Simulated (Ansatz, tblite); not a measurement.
# The cluster SiB8: which isomer is lowest, part 2 of 2

Aim: relax the candidate shapes of the cluster SiB8 that a cheap search turned up, and see how the levels of theory order them.

Ansatz 0.2.0, Gaussian basis; relaxed with B3LYP-D4/def2-SVP, singlet. Earlier steps stand in the parts before.

## (10) Candidate A, r2SCAN-D4/def2-TZVP

The input, in.yaml:

```yaml
crystal:
  periodic: [false, false, false]
  atoms:
    - {symbol: Si, position_ang: [1.091572, -2.121886, -0.382693]}
    - {symbol: B, position_ang: [-0.543639, -1.876698, 0.495641]}
    - {symbol: B, position_ang: [-0.992176, 1.786816, -0.178701]}
    - {symbol: B, position_ang: [-1.704677, -0.888043, 0.340249]}
    - {symbol: B, position_ang: [-0.101166, 0.170817, -0.060444]}
    - {symbol: B, position_ang: [1.939299, -0.534398, 0.133858]}
    - {symbol: B, position_ang: [0.538359, 1.921969, -0.275732]}
    - {symbol: B, position_ang: [-1.924743, 0.590191, 0.083424]}
    - {symbol: B, position_ang: [1.697180, 0.951232, -0.155581]}
basis:
  gaussian: {orbitals: def2-TZVP, initial_orbitals: start.molden}
hamiltonian: {xc: r2scan, dispersion: d4}
scf: {omitted_lower_state_checks: [starts]}
output: {orbitals: {seedname: orbitals}}
```

On the command line:

```
$ ansatz run in.yaml --threads 4 --pin off --events-out ev --progress --plain --max-ram 8704MiB
```

What it wrote:

```text
Functional definition: r2SCAN
  name "r2SCAN"
  cite "Furness, Kaplan, Ning, Perdew & Sun, J. Phys. Chem. Lett. 11, 8208 (2020) doi:10.1021/acs.jpclett.0c02405"
  cite "Furness, Kaplan, Ning, Perdew & Sun, J. Phys. Chem. Lett. 11, 9248 (2020) doi:10.1021/acs.jpclett.0c03077"
  parent r2scan
  parameter k0 = 0.174
  parameter k1 = 0.065
  parameter a1 = 4.9479
  exchange = r2scan_x(k0 = k0, k1 = k1, a1 = a1)
  correlation = r2scan_c
these checks for a lower state are left out or cut short: starts
1604 factors; their error is unknown
mean field evaluation 1: about -13277.0768 eV, gradient 6.6e0 eV
mean field evaluation 2: about -13277.1366 eV, gradient 9.2e-2 eV
mean field evaluation 4: about -13277.1222 eV, gradient 1.1e-3 eV
mean field -13277.12219088 eV, -487.9252409584 hartree, gradient 1.6e-5 eV, S^2 0.000000; 0 other end points of the search recorded, 0 dependent functions left out
reference -13277.12220429 eV, -487.9252414509 hartree; 27, 27 occupied and 258, 258 virtual orbitals, 1604 factors
Total energy: -13277.22392864 eV, -487.9289797520 hartree
Checks for a lower state left out: starts
```

Wall time 4.9 s (4 threads of Intel Xeon Platinum 8223CL at 3.00GHz, shared host).

Report: HOMO -5.78 eV, LUMO -4.84 eV.

## (11) Candidate A, ωB97X-V/def2-TZVP

Edit in.yaml of step 10 so:

```diff
@@ -14,3 +14,3 @@
   gaussian: {orbitals: def2-TZVP, initial_orbitals: start.molden}
-hamiltonian: {xc: r2scan, dispersion: d4}
+hamiltonian: {xc: {name: wB97X-V}}
 scf: {omitted_lower_state_checks: [starts]}
```

Same command.

What it wrote, shortened:

```text
Functional definition: wB97X-V
  name "wB97X-V"
  cite "Mardirossian & Head-Gordon, Phys. Chem. Chem. Phys. 16, 9904 (2014) doi:10.1039/C3CP54374A"
  cite "Becke, J. Chem. Phys. 107, 8554 (1997) doi:10.1063/1.475007"
  cite "Vydrov & Van Voorhis, J. Chem. Phys. 133, 244103 (2010) doi:10.1063/1.3521275"
[...]
      + integral(e_c_pw_opposite_spin*poly(b97_u_opposite, cos0, cos1)) + vv10(b, c)
[...]
1604 factors; their error is unknown
420 factors; integrals over basis functions are off by at most 6.3e-6 eV
[...]
mean field -13277.48033591 eV, -487.9384025454 hartree, gradient 1.6e-5 eV, S^2 0.000000; 0 other end points of the search recorded, 0 dependent functions left out
reference -13277.48033385 eV, -487.9384024696 hartree; 27, 27 occupied and 258, 258 virtual orbitals, 1604 factors
Total energy: -13277.48033385 eV, -487.9384024696 hartree
Checks for a lower state left out: starts
```

Wall time 12 s (4 threads of Intel Xeon Platinum 8223CL at 3.00GHz, shared host); peak memory 1.3 GiB.

From the report: HOMO -8.15 eV, LUMO -2.42 eV.

## (12) Candidate A, HSE06-D4/def2-TZVP

Edit in.yaml of step 11 so:

```diff
@@ -14,3 +14,3 @@
   gaussian: {orbitals: def2-TZVP, initial_orbitals: start.molden}
-hamiltonian: {xc: {name: wB97X-V}}
+hamiltonian: {xc: hse06, dispersion: d4}
 scf: {omitted_lower_state_checks: [starts]}
```

Same command.

What it wrote, shortened:

```text
Functional definition: HSE06
  name "HSE06"
  cite "Heyd, Scuseria & Ernzerhof, J. Chem. Phys. 118, 8207 (2003) doi:10.1063/1.1564060"
  cite "Krukau, Vydrov, Izmaylov & Scuseria, J. Chem. Phys. 125, 224106 (2006) doi:10.1063/1.2404663"
  cite "Heyd & Scuseria, J. Chem. Phys. 120, 7274 (2004) doi:10.1063/1.1668634"
  cite "Ernzerhof & Perdew, J. Chem. Phys. 109, 3313 (1998) doi:10.1063/1.476928"
  cite "Perdew, Burke & Ernzerhof, Phys. Rev. Lett. 77, 3865 (1996) doi:10.1103/PhysRevLett.77.3865"
  parent pbe
[...]
  # The whole range is PBE's own exchange, as in plane waves. The composition of these papers is wPBEh.
[...]
1620 factors; their error is unknown
112 factors; integrals over basis functions are off by at most 2.5e-7 eV
[...]
mean field -13269.66430958 eV, -487.6511688755 hartree, gradient 1.9e-5 eV, S^2 0.000000; 0 other end points of the search recorded, 0 dependent functions left out
reference -13269.66435168 eV, -487.6511704225 hartree; 27, 27 occupied and 258, 258 virtual orbitals, 1620 factors
Total energy: -13270.02766272 eV, -487.6645218571 hartree
Checks for a lower state left out: starts
```

Wall time 4.8 s (4 threads of Intel Xeon Platinum 8223CL at 3.00GHz, shared host); peak memory 0.95 GiB.

HOMO -6.01 eV, LUMO -4.59 eV.

## (13) Candidate A, CCSD(T)/def2-TZVP

Edit in.yaml of step 12 so:

```diff
@@ -14,3 +14,3 @@
   gaussian: {orbitals: def2-TZVP, initial_orbitals: start.molden}
-hamiltonian: {xc: hse06, dispersion: d4}
+correlation: {method: ccsd_t}
 scf: {omitted_lower_state_checks: [starts]}
```

Launched as before.

What it wrote, shortened:

```text
Functional definition: HF
  name "HF"
  cite "Fock, Z. Phys. 61, 126 (1930) doi:10.1007/BF01340294"
  parent pbe
[...]
1781 factors; integrals over basis functions are off by at most 8.6e-4 eV
[...]
mean field -13227.16591267 eV, -486.0893815956 hartree, gradient 2.1e-6 eV, S^2 0.000000; 1 other end points of the search recorded, 0 dependent functions left out; unrestricted orbitals would lower it
determinant -13227.16591267 eV, -486.0893815956 hartree, with singles and doubles -13251.63657692 eV, -486.9886619201 hartree
determinant -13224.22338745 eV, -485.9812457883 hartree, with singles and doubles -13248.66895671 eV, -486.8796038887 hartree
13 core orbitals not correlated: weight in the atoms' cores, before any rotation towards them, 1.000 or more for the frozen orbitals, at most 0.000 for the correlated occupied ones
reference -13227.16591267 eV, -486.0893815956 hartree; 14, 14 occupied and 258, 258 virtual orbitals, 1781 factors
second order -24.17909410 eV of doubles, -0.00000000 eV of singles
cycle   1  -24.03350476 eV  change    -1.2e0 eV  update   3.7e-2
[...]
cycle  12  -24.13187354 eV  change    4.1e-6 eV  update   1.5e-5
perturbative correction -2.27574771 eV, -0.0836321859 hartree
Total energy: -13253.57353393 eV, -487.0598437770 hartree
Checks for a lower state left out: starts
```

Run time: 6.1 min. Hardware: 4 threads of Intel Xeon Platinum 8223CL at 3.00GHz, shared host; peak memory 3.4 GiB.

Report: Hartree-Fock HOMO -7.49 eV, LUMO -1.28 eV; T1 0.034. Doubts: large T1 diagnostic, restricted state is unstable towards broken spin symmetry.

## (14) Candidate C, GFN1-xTB

Tight binding, by tblite at 300 K electronic temperature and without a spin-polarisation term:

```python
tblite.interface.Calculator('GFN1-xTB', numbers, positions, charge=0, uhf=0).singlepoint()
```

Energy -348.5848 eV, HOMO -9.30 eV, LUMO -8.26 eV; 0.01 s.

## (15) Candidate C, GFN2-xTB

Tight binding, by tblite at 300 K electronic temperature and without a spin-polarisation term:

```python
tblite.interface.Calculator('GFN2-xTB', numbers, positions, charge=0, uhf=0).singlepoint()
```

Energy -301.8723 eV, HOMO -6.02 eV, LUMO -5.01 eV; 0.015 s.

## (16) Candidate C, PBE0-D4/def2-TZVP

The input, in.yaml:

```yaml
crystal:
  periodic: [false, false, false]
  atoms:
    - {symbol: Si, position_ang: [0.366849, 1.966715, -0.661983]}
    - {symbol: B, position_ang: [-0.625756, -1.361244, -0.095666]}
    - {symbol: B, position_ang: [-1.046564, 0.205041, -0.710817]}
    - {symbol: B, position_ang: [0.831615, -0.101091, 1.919914]}
    - {symbol: B, position_ang: [-0.590032, -0.997405, -1.682664]}
    - {symbol: B, position_ang: [0.101565, -1.347266, 1.343747]}
    - {symbol: B, position_ang: [-0.363058, 0.212200, 0.756246]}
    - {symbol: B, position_ang: [1.106455, 1.100499, 0.973130]}
    - {symbol: B, position_ang: [0.218925, 0.322541, -1.841897]}
basis:
  gaussian: {orbitals: def2-TZVP, initial_orbitals: start.molden}
hamiltonian: {xc: pbe0, dispersion: d4}
scf: {omitted_lower_state_checks: [starts]}
output: {orbitals: {seedname: orbitals}}
```

Launched as before.

What it wrote:

```text
Functional definition: PBE0
  name "PBE0"
  cite "Adamo & Barone, J. Chem. Phys. 110, 6158 (1999) doi:10.1063/1.478522"
  cite "Perdew, Burke & Ernzerhof, Phys. Rev. Lett. 77, 3865 (1996) doi:10.1103/PhysRevLett.77.3865"
  parent pbe
  parameter a = 0.25
  parameter kappa = 0.804
  parameter beta = 0.06672455060314922
  exchange = (1 - a)*pbe_x(kappa = kappa, mu = beta*pi^2/3) + a*exact_x
  correlation = pbe_c(beta = beta)
these checks for a lower state are left out or cut short: starts
1620 factors; their error is unknown
mean field evaluation 1: about -13267.6103 eV, gradient 1.1e2 eV
mean field evaluation 2: about -13270.8935 eV, gradient 2.9e0 eV
mean field evaluation 4: about -13270.9505 eV, gradient 3.1e-1 eV
mean field evaluation 8: about -13270.9507 eV, gradient 2.2e-5 eV
mean field -13270.95072581 eV, -487.6984438000 hartree, gradient 2.2e-5 eV, S^2 0.000000; 0 other end points of the search recorded, 0 dependent functions left out
reference -13270.95075621 eV, -487.6984449172 hartree; 27, 27 occupied and 258, 258 virtual orbitals, 1620 factors
Total energy: -13271.31928364 eV, -487.7119880504 hartree
Checks for a lower state left out: starts
```

It took 4.8 s on 4 threads of Intel Xeon Platinum 8223CL at 3.00GHz, shared host; peak memory 0.88 GiB.

Report: HOMO -6.77 eV, LUMO -3.75 eV.

## (17) Candidate C, PBE-D4/def2-TZVP

Edit in.yaml of step 16 so:

```diff
@@ -14,4 +14,4 @@
   gaussian: {orbitals: def2-TZVP, initial_orbitals: start.molden}
-hamiltonian: {xc: pbe0, dispersion: d4}
+hamiltonian: {xc: pbe, dispersion: d4}
 scf: {omitted_lower_state_checks: [starts]}
-output: {orbitals: {seedname: orbitals}}
+output: {forces: true, orbitals: {seedname: orbitals}}
```

Launched as before.

What it wrote, shortened:

```text
Functional definition: PBE
  name "PBE"
  cite "Perdew, Burke & Ernzerhof, Phys. Rev. Lett. 77, 3865 (1996) doi:10.1103/PhysRevLett.77.3865"
  parent pbe
[...]
1604 factors; their error is unknown
[...]
mean field -13269.81768628 eV, -487.6568053654 hartree, gradient 2.3e-5 eV, S^2 0.000000; 0 other end points of the search recorded, 0 dependent functions left out
[...]
reference -13269.81772646 eV, -487.6568068419 hartree; 27, 27 occupied and 258, 258 virtual orbitals, 1604 factors
Total energy: -13270.25241739 eV, -487.6727814391 hartree
Atom 0 at     0.366849     1.966715    -0.661983 Å, force    -0.166613    -0.334988     0.119754 eV/Å
Atom 1 at    -0.625756    -1.361244    -0.095666 Å, force    -0.013421     0.134523     0.062764 eV/Å
Atom 2 at    -1.046564     0.205041    -0.710817 Å, force     0.170958     0.126449    -0.060572 eV/Å
Atom 3 at     0.831615    -0.101091     1.919914 Å, force    -0.012923     0.057808    -0.044744 eV/Å
Atom 4 at    -0.590032    -0.997405    -1.682664 Å, force     0.039416    -0.046428     0.041963 eV/Å
Atom 5 at     0.101565    -1.347266     1.343747 Å, force    -0.117740     0.042151    -0.135451 eV/Å
Atom 6 at    -0.363058     0.212200     0.756246 Å, force     0.281213    -0.026598    -0.020257 eV/Å
Atom 7 at     1.106455     1.100499     0.973130 Å, force    -0.108245     0.003463    -0.029108 eV/Å
Atom 8 at     0.218925     0.322541    -1.841897 Å, force    -0.072644     0.043620     0.065651 eV/Å
Dipole moment:    -0.128636     0.130092    -0.009333 e Å
Checks for a lower state left out: starts
```

Run time: 3.9 s. Hardware: 4 threads of Intel Xeon Platinum 8223CL at 3.00GHz, shared host.

From the report: HOMO -5.99 eV, LUMO -4.38 eV.

## (18) Candidate C, r2SCAN-D4/def2-TZVP

Edit in.yaml of step 17 so:

```diff
@@ -14,4 +14,4 @@
   gaussian: {orbitals: def2-TZVP, initial_orbitals: start.molden}
-hamiltonian: {xc: pbe, dispersion: d4}
+hamiltonian: {xc: r2scan, dispersion: d4}
 scf: {omitted_lower_state_checks: [starts]}
-output: {forces: true, orbitals: {seedname: orbitals}}
+output: {orbitals: {seedname: orbitals}}
```

Launched as before.

What it wrote:

```text
Functional definition: r2SCAN
  name "r2SCAN"
  cite "Furness, Kaplan, Ning, Perdew & Sun, J. Phys. Chem. Lett. 11, 8208 (2020) doi:10.1021/acs.jpclett.0c02405"
  cite "Furness, Kaplan, Ning, Perdew & Sun, J. Phys. Chem. Lett. 11, 9248 (2020) doi:10.1021/acs.jpclett.0c03077"
  parent r2scan
  parameter k0 = 0.174
  parameter k1 = 0.065
  parameter a1 = 4.9479
  exchange = r2scan_x(k0 = k0, k1 = k1, a1 = a1)
  correlation = r2scan_c
these checks for a lower state are left out or cut short: starts
1604 factors; their error is unknown
mean field evaluation 1: about -13277.8198 eV, gradient 6.4e0 eV
mean field evaluation 2: about -13277.8799 eV, gradient 9.5e-2 eV
mean field evaluation 4: about -13277.8628 eV, gradient 6.2e-4 eV
mean field -13277.86281616 eV, -487.9524584353 hartree, gradient 1.5e-5 eV, S^2 0.000000; 0 other end points of the search recorded, 0 dependent functions left out
reference -13277.86282913 eV, -487.9524589118 hartree; 27, 27 occupied and 258, 258 virtual orbitals, 1604 factors
Total energy: -13277.95635641 eV, -487.9558959761 hartree
Checks for a lower state left out: starts
```

It took 5 s on 4 threads of Intel Xeon Platinum 8223CL at 3.00GHz, shared host.

From the report: HOMO -6.13 eV, LUMO -4.35 eV.

## (19) Candidate C, ωB97X-V/def2-TZVP

Edit in.yaml of step 18 so:

```diff
@@ -14,3 +14,3 @@
   gaussian: {orbitals: def2-TZVP, initial_orbitals: start.molden}
-hamiltonian: {xc: r2scan, dispersion: d4}
+hamiltonian: {xc: {name: wB97X-V}}
 scf: {omitted_lower_state_checks: [starts]}
```

Launched as before.

What it wrote, shortened:

```text
Functional definition: wB97X-V
  name "wB97X-V"
  cite "Mardirossian & Head-Gordon, Phys. Chem. Chem. Phys. 16, 9904 (2014) doi:10.1039/C3CP54374A"
  cite "Becke, J. Chem. Phys. 107, 8554 (1997) doi:10.1063/1.475007"
  cite "Vydrov & Van Voorhis, J. Chem. Phys. 133, 244103 (2010) doi:10.1063/1.3521275"
[...]
      + integral(e_c_pw_opposite_spin*poly(b97_u_opposite, cos0, cos1)) + vv10(b, c)
[...]
1604 factors; their error is unknown
420 factors; integrals over basis functions are off by at most 5.8e-6 eV
[...]
mean field -13278.33472088 eV, -487.9698006137 hartree, gradient 9.7e-6 eV, S^2 0.000000; 0 other end points of the search recorded, 0 dependent functions left out
reference -13278.33471888 eV, -487.9698005401 hartree; 27, 27 occupied and 258, 258 virtual orbitals, 1604 factors
Total energy: -13278.33471888 eV, -487.9698005401 hartree
Checks for a lower state left out: starts
```

Run time: 13 s. Hardware: 4 threads of Intel Xeon Platinum 8223CL at 3.00GHz, shared host; peak memory 1.3 GiB.

Report: HOMO -8.65 eV, LUMO -1.98 eV.

## (20) Candidate C, HSE06-D4/def2-TZVP

Edit in.yaml of step 19 so:

```diff
@@ -14,3 +14,3 @@
   gaussian: {orbitals: def2-TZVP, initial_orbitals: start.molden}
-hamiltonian: {xc: {name: wB97X-V}}
+hamiltonian: {xc: hse06, dispersion: d4}
 scf: {omitted_lower_state_checks: [starts]}
```

The command is unchanged.

What it wrote, shortened:

```text
Functional definition: HSE06
  name "HSE06"
  cite "Heyd, Scuseria & Ernzerhof, J. Chem. Phys. 118, 8207 (2003) doi:10.1063/1.1564060"
  cite "Krukau, Vydrov, Izmaylov & Scuseria, J. Chem. Phys. 125, 224106 (2006) doi:10.1063/1.2404663"
  cite "Heyd & Scuseria, J. Chem. Phys. 120, 7274 (2004) doi:10.1063/1.1668634"
  cite "Ernzerhof & Perdew, J. Chem. Phys. 109, 3313 (1998) doi:10.1063/1.476928"
  cite "Perdew, Burke & Ernzerhof, Phys. Rev. Lett. 77, 3865 (1996) doi:10.1103/PhysRevLett.77.3865"
  parent pbe
[...]
  # The whole range is PBE's own exchange, as in plane waves. The composition of these papers is wPBEh.
[...]
1620 factors; their error is unknown
116 factors; integrals over basis functions are off by at most 2.0e-7 eV
[...]
mean field -13270.43067910 eV, -487.6793324361 hartree, gradient 2.1e-5 eV, S^2 0.000000; 0 other end points of the search recorded, 0 dependent functions left out
reference -13270.43071959 eV, -487.6793339238 hartree; 27, 27 occupied and 258, 258 virtual orbitals, 1620 factors
Total energy: -13270.77853216 eV, -487.6921158002 hartree
Checks for a lower state left out: starts
```

Wall time 6 s (4 threads of Intel Xeon Platinum 8223CL at 3.00GHz, shared host); peak memory 0.95 GiB.

Report: HOMO -6.40 eV, LUMO -4.11 eV.

## (21) Candidate C, CCSD(T)/def2-TZVP

Edit in.yaml of step 20 so:

```diff
@@ -14,3 +14,3 @@
   gaussian: {orbitals: def2-TZVP, initial_orbitals: start.molden}
-hamiltonian: {xc: hse06, dispersion: d4}
+correlation: {method: ccsd_t}
 scf: {omitted_lower_state_checks: [starts]}
```

The command is unchanged.

What it wrote, shortened:

```text
Functional definition: HF
  name "HF"
  cite "Fock, Z. Phys. 61, 126 (1930) doi:10.1007/BF01340294"
  parent pbe
[...]
1766 factors; integrals over basis functions are off by at most 9.5e-4 eV
[...]
mean field -13227.29214968 eV, -486.0940207202 hartree, gradient 3.3e-6 eV, S^2 0.000000; 0 other end points of the search recorded, 0 dependent functions left out; unrestricted orbitals would lower it
13 core orbitals not correlated: weight in the atoms' cores, before any rotation towards them, 1.000 or more for the frozen orbitals, at most 0.000 for the correlated occupied ones
reference -13227.29214968 eV, -486.0940207202 hartree; 14, 14 occupied and 258, 258 virtual orbitals, 1766 factors
second order -24.86921748 eV of doubles, -0.00000000 eV of singles
cycle   1  -23.30297289 eV  change     1.6e0 eV  update   2.2e-1
[...]
cycle  15  -24.66790991 eV  change   -1.6e-6 eV  update   1.8e-5
perturbative correction -2.29155212 eV, -0.0842129873 hartree
Total energy: -13254.25161172 eV, -487.0847626761 hartree
Checks for a lower state left out: starts
```

Run time: 7.2 min. Hardware: 4 threads of Intel Xeon Platinum 8223CL at 3.00GHz, shared host; peak memory 3.4 GiB.

Hartree-Fock HOMO -8.38 eV, LUMO -0.90 eV; T1 0.031. Doubts: large T1 diagnostic, restricted state is unstable towards broken spin symmetry.

## (22) A against B

The energies of B at these levels come from its own runs, whose logs aren't repeated here.

```tsv
level	A above B (kcal/mol)	time
GFN1-xTB	-39.2	0.024 s
GFN2-xTB	-21.4	0.044 s
HF/def2-TZVP†	+20.3	
PBE-D4/def2-TZVP	+8.9	6.8 s
r2SCAN-D4/def2-TZVP	+9.4	11 s
PBE0-D4/def2-TZVP	+11.3	12 s
HSE06-D4/def2-TZVP	+11.1	9.5 s
ωB97X-V/def2-TZVP	+17.7	23 s
MP2/def2-TZVP†	+10.2	
CCSD/def2-TZVP†	+17.0	
CCSD(T)/def2-TZVP†	+13.1	13 min
```

Times add the two runs; a level without a time comes out of a correlated run. † marks a level with a doubtful state (flagged, unstable, out of aufbau order, or strongly spin-contaminated); such levels are left out of the summary. CCSD(T)/def2-TZVP is no safe reference here (large T1 diagnostic).

## (23) C against B

The energies of B at these levels come from its own runs, whose logs aren't repeated here.

```tsv
level	C above B (kcal/mol)	time
GFN1-xTB	+6.7	0.025 s
GFN2-xTB	+13.1	0.042 s
HF/def2-TZVP†	+17.4	
PBE-D4/def2-TZVP	-8.5	6.9 s
r2SCAN-D4/def2-TZVP	-7.5	11 s
PBE0-D4/def2-TZVP	-6.5	10 s
HSE06-D4/def2-TZVP	-6.2	11 s
ωB97X-V/def2-TZVP	-2.0	25 s
MP2/def2-TZVP†	-8.7	
CCSD/def2-TZVP†	+1.7	
CCSD(T)/def2-TZVP†	-2.5	14 min
```

Times add the two runs; a level without a time comes out of a correlated run. † marks a level with a doubtful state (flagged, unstable, out of aufbau order, or strongly spin-contaminated); such levels are left out of the summary. CCSD(T)/def2-TZVP is no safe reference here (large T1 diagnostic).

## (24) Outcome

This closing draws on all 2 parts.

| quantity | value |
| --- | --- |
| A above B, range of the levels free of doubt, tight binding aside | +8.9 to +17.7 kcal/mol |
| levels that put A lower | GFN1-xTB, GFN2-xTB |
| C above B, range of the levels free of doubt, tight binding aside | -8.5 to -2.0 kcal/mol |
| levels that put C lower | PBE-D4/def2-TZVP, r2SCAN-D4/def2-TZVP, PBE0-D4/def2-TZVP, HSE06-D4/def2-TZVP, ωB97X-V/def2-TZVP |

**Reading.** The levels disagree on A and B: 2 of 7 put A lower. The levels disagree on C and B: 5 of 7 put C lower. The search was small, so a lower isomer may exist. Only singlets are compared; another spin may lie lower and prefer another shape.
